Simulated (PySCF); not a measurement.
# ClH3Se: the cost of one run

Method: levels as typed in each script, gas phase, geometry from GFN2-xTB; program: PySCF 2.14.0.

**1. Starting geometry**

SMILES `Cl.[SeH2]`, 5 atoms, charge 0, spin multiplicity 1.

Bond lengths: Cl1–H2 1.279 Å, Se3–H4 1.439 Å, Se3–H5 1.431 Å. Angles: H4–Se3–H5 91.4°.

Geometry (Å):

```
Cl   -2.45514   -0.00072   -0.02631
H    -1.59796    0.02913    0.92255
Se    1.24310    0.00066    0.02619
H     0.53030   -1.04638   -0.65618
H     0.53977    1.00703   -0.70941
```

**2. Binding of the two fragments (BP86/def2-svp)**

The input, input.py:

```python
import numpy as np
from pyscf import gto, scf, dft
from pyscf.scf import atom_ks, atom_hf
from scipy.linalg import block_diag
from pyscf.dispersion import dftd3

def solve(mol, dm0=None, hcore=None):
    mf = (dft.UKS if mol.spin else dft.RKS)(mol, xc='bp86')
    mf.grids.level = 3
    mf = mf.density_fit(auxbasis='def2-universal-jkfit')
    mf.conv_tol, mf.max_cycle = 1e-8, 80
    if hcore is not None:
        mf.get_hcore = lambda *args: hcore
    mf.kernel(dm0)
    if not mf.converged:
        mf = mf.newton().run(mf.mo_coeff, mf.mo_occ, max_cycle=30)
    assert mf.converged, 'SCF not converged'
    return mf

mol = gto.M(atom='''
Cl    -2.45514    -0.00072    -0.02631
H     -1.59796     0.02913     0.92255
Se     1.24310     0.00066     0.02619
H      0.53030    -1.04638    -0.65618
H      0.53977     1.00703    -0.70941
''', basis='def2-svp', charge=0, spin=0, verbose=4)
mol_a = gto.M(atom='''
Cl    -2.45514    -0.00072    -0.02631
H     -1.59796     0.02913     0.92255
ghost-Se     1.24310     0.00066     0.02619
ghost-H      0.53030    -1.04638    -0.65618
ghost-H      0.53977     1.00703    -0.70941
''', basis='def2-svp', charge=0, spin=0, verbose=4)
mol_b = gto.M(atom='''
ghost-Cl    -2.45514    -0.00072    -0.02631
ghost-H     -1.59796     0.02913     0.92255
Se     1.24310     0.00066     0.02619
H      0.53030    -1.04638    -0.65618
H      0.53977     1.00703    -0.70941
''', basis='def2-svp', charge=0, spin=0, verbose=4)
ab, a, b = solve(mol), solve(mol_a), solve(mol_b)
e_int = ab.e_tot - a.e_tot - b.e_tot
print('counterpoise-corrected interaction energy / kcal/mol', e_int * 627.5095)
def disp(atoms, charge):
    m = gto.M(atom=atoms, charge=charge, basis='sto-3g', spin=None, unit='Bohr', verbose=0)
    return dftd3.DFTD3Dispersion(m, xc='bp86', version='d3bj').get_dispersion()['energy']
e_disp = disp(mol._atom, mol.charge) - disp(mol._atom[:2], mol_a.charge) - disp(mol._atom[2:], mol_b.charge)
print('D3(BJ) part / kcal/mol', e_disp * 627.5095)
# spherically averaged free atoms, for the promolecule
atm = atom_ks.get_atm_nrks(mol, xc='bp86')
pro = block_diag(*[(atm[a[0]][2] * atm[a[0]][3]) @ atm[a[0]][2].T for a in mol._atom])
np.savez('result.npz', e_int=e_int, e_disp=e_disp, dm_a=a.make_rdm1(), dm_b=b.make_rdm1(), c=ab.mo_coeff, occ=ab.mo_occ, eps=ab.mo_energy, pro=pro, d=[f.dip_moment(verbose=0) for f in (ab, a, b)])
```

Started as:

```bash
$ OMP_NUM_THREADS=1 python input.py
```

What time and memory should one allow on 1 thread of Arm Neoverse V1, shared host?

About 24 s, with a peak of 0.31 GiB.
